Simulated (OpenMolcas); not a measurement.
# W⁴⁺ in Cs2GeF6: CASSCF and CASPT2 levels and susceptibility

Which state of W⁴⁺ lies lowest among these ligands, how large is the field, and what χT follows?

Method: state-averaged CASSCF and CASPT2, spin-orbit coupling by RASSI with atomic mean-field integrals. Code: OpenMolcas 26.06.

## 1. The system

- Species: W⁴⁺ (tungsten, Z = 74, 70 electrons)
- Basis: ANO-RCC-VTZP [8s7p5d3f2g1h], 188 functions with the ligands
- Scalar Hamiltonian: DKH2, point nucleus
- Inactive shells: 1s 2s 2p 3s 3p 3d 4s 4p 4d 4f 5s 5p of the metal, and all ligand shells
- Active space: 2 electrons in 5 orbitals (5d)
- Some configurations of this space: 5d2
- Orbitals: optimised for each spin and parity, averaged over all roots

Outer shells as boxes (Hund's rule):

5d2
```
5d [↑ ][↑ ][  ][  ][  ]
```

W⁴⁺ is taken with its 6 nearest fluoride ions at 1.912 Å, on the cation site of Cs2GeF6 (a = 9.021 Å). The rest of the host is ab initio model potentials to 7.6 Å and point charges beyond; the distance is set by hand, nothing relaxes, and no local charge compensation is placed. Ligand basis ANO-RCC-VDZP.

```xyz
15

W     0.0000    0.0000    0.0000
F     1.9120    0.0000    0.0000
F     0.0000    1.9120    0.0000
F    -1.9120    0.0000    0.0000
F     0.0000   -1.9120    0.0000
F     0.0000    0.0000    1.9120
F     0.0000    0.0000   -1.9120
Cs    2.2553   -2.2553   -2.2553
Cs   -2.2553    2.2553    2.2553
Cs    2.2553   -2.2553    2.2553
Cs   -2.2553    2.2553   -2.2553
Cs    2.2553    2.2553   -2.2553
Cs   -2.2553   -2.2553    2.2553
Cs    2.2553    2.2553    2.2553
Cs   -2.2553   -2.2553   -2.2553
```

Each step is its own input file, run in one work folder so that later steps find the files of earlier ones. Labels, J, g values, rates, χT and fits are worked out afterwards by a script from the matrices that RASSI stores.

## 2. One- and two-electron integrals

Contents of a.inp:

```
&GATEWAY
Basis set
W.ANO-RCC-VTZP.
W1 0.0 0.0 0.0 Angstrom
End of basis
Basis set
F.ANO-RCC-VDZP.
L1 1.912000 0.000000 0.000000 Angstrom
L2 0.000000 1.912000 0.000000 Angstrom
L3 0.000000 0.000000 1.912000 Angstrom
End of basis
Basis set
Cs.EMB-AIMP.Seijo.0s.0s.ECP.Cs2GeF6.
PseudoCharge
* 16 symmetry-unique lattice sites within 7.6 angstrom
End of basis
Basis set
F.EMB-AIMP.Seijo.0s.0s.ECP.Cs2GeF6.
PseudoCharge
* 27 symmetry-unique lattice sites within 7.6 angstrom
End of basis
Basis set
Ge.EMB-AIMP.Seijo.0s.0s.ECP.Cs2GeF6.
PseudoCharge
* 6 symmetry-unique lattice sites within 7.6 angstrom
End of basis
Symmetry
XYZ
AngMom=0.0 0.0 0.0
AMFI
RICD
XField
1358 Angstrom 0
* Evjen-weighted lattice charges
&SEWARD
```

Launch:

```console
OMP_NUM_THREADS=1 MOLCAS_MEM=2457 MOLCAS_PROJECT=a pymolcas a.inp > a.log
```

## 3. Reference wave functions, triplets, 10 roots

Contents of a.inp:

```
&RASSCF
FileOrb=start.orb
Symmetry=1
Spin=3
nActEl=2 0 0
Inactive=30 34
Ras2=5 0
CIRoot=10 10 1
SDav=10
CIMx=300
Iter=150 100
PrWF=0.3
OrbListing=Nothing
MaxOrb=0
LevShft=1.0
>>> COPY $Project.JobIph JOB001
```

start.orb holds start orbitals that the driver prepared beforehand, or those of the step before.

## 4. Reference wave functions, singlets, 15 roots

Contents of a.inp:

```
&RASSCF
FileOrb=start.orb
Symmetry=1
Spin=1
nActEl=2 0 0
Inactive=30 34
Ras2=5 0
CIRoot=15 15 1
SDav=15
CIMx=300
Iter=150 100
PrWF=0.3
OrbListing=Nothing
MaxOrb=0
LevShft=1.0
>>> COPY $Project.JobIph JOB002
```

## 5. State interaction with spin-orbit coupling

Contents of a.inp:

```
&RASSI
NrOfJobIphs=2 10 15
1 2 3 4 5 6 7 8 9 10
1 2 3 4 5 6 7 8 9 10 11 12 13 14 15
IphNames
JOB001
JOB002
EJob
SpinOrbit
DIPRint=1.0
SOCoupling=1000.0
Subsets=2
Property=9
'ANGMOM' 1 'ANGMOM' 2 'ANGMOM' 3 'MLTPL  1' 1 'MLTPL  1' 2 'MLTPL  1' 3
'AMFI' 1 'AMFI' 2 'AMFI' 3
SOProperty=3
'ANGMOM' 1 'ANGMOM' 2 'ANGMOM' 3
```

## 6. CASPT2: IPEA 0.25, imaginary shift 0.1 (32 orbitals frozen, the lowest in energy)

Contents of a.inp:

```
>>> COPY JOB001 $Project.JobIph
&CASPT2
Multistate=10 1 2 3 4 5 6 7 8 9 10
NoMult
Frozen=17 15
IPEA=0.25
Imaginary=0.1
MaxIter=60
WThr=0.0 0.3 0.05
PrWF=0.5
NoMix
>>> COPY JOB002 $Project.JobIph
&CASPT2
Multistate=15 1 2 3 4 5 6 7 8 9 10 11 12 13 14 15
NoMult
Frozen=17 15
IPEA=0.25
Imaginary=0.1
MaxIter=60
WThr=0.0 0.3 0.05
PrWF=0.5
NoMix
```

(Steps that only read results are left out.)

**Question.** What will these runs give? Wanted: spin-free ground state; first state of the same spin within the active space; lowest level; next level.

**Answer**, as computed:

```
                                            quantity                                                                                 value
                                              method  SS-CASPT2, IPEA 0.25, imaginary shift 0.1 (32 orbitals frozen, the lowest in energy)
                              spin-free ground state                                                       3T1, 3-fold in its orbital part
first state of the same spin within the active space                                                                     3T2 at 39900 cm⁻¹
                                        lowest level                                                        2-fold E, g = 0.00, 0.00, 0.00
                                          next level                                                                            209.9 cm⁻¹
                                         χT at 300 K                                                                        0.15 cm³ K/mol
                           effective moment at 300 K                                                                               1.10 μB
```

Cost by method:

```csv
method,time of its own steps,time with the reference
A. CASSCF,49 s,49 s
"B. SS-CASPT2, IPEA 0.25, imaginary shift 0.1 (32 orbitals frozen, the lowest in energy)",3.3 min,4.1 min
```

Times are of one thread on a shared host.

The spin-free ground state (3T1) is 3-fold and keeps the highest spin of the shell. χT at 300 K is 0.15, against 1.00 cm³ K/mol for the spin alone, so spin-orbit coupling lowers it. CASPT2 does not keep the components of a term degenerate, and the means are used. The frozen orbitals are chosen by energy, so an outer shell of the metal can be frozen while a deeper shell elsewhere is correlated. The bonds are covalent and no ligand orbital is active, so the numbers are rough.
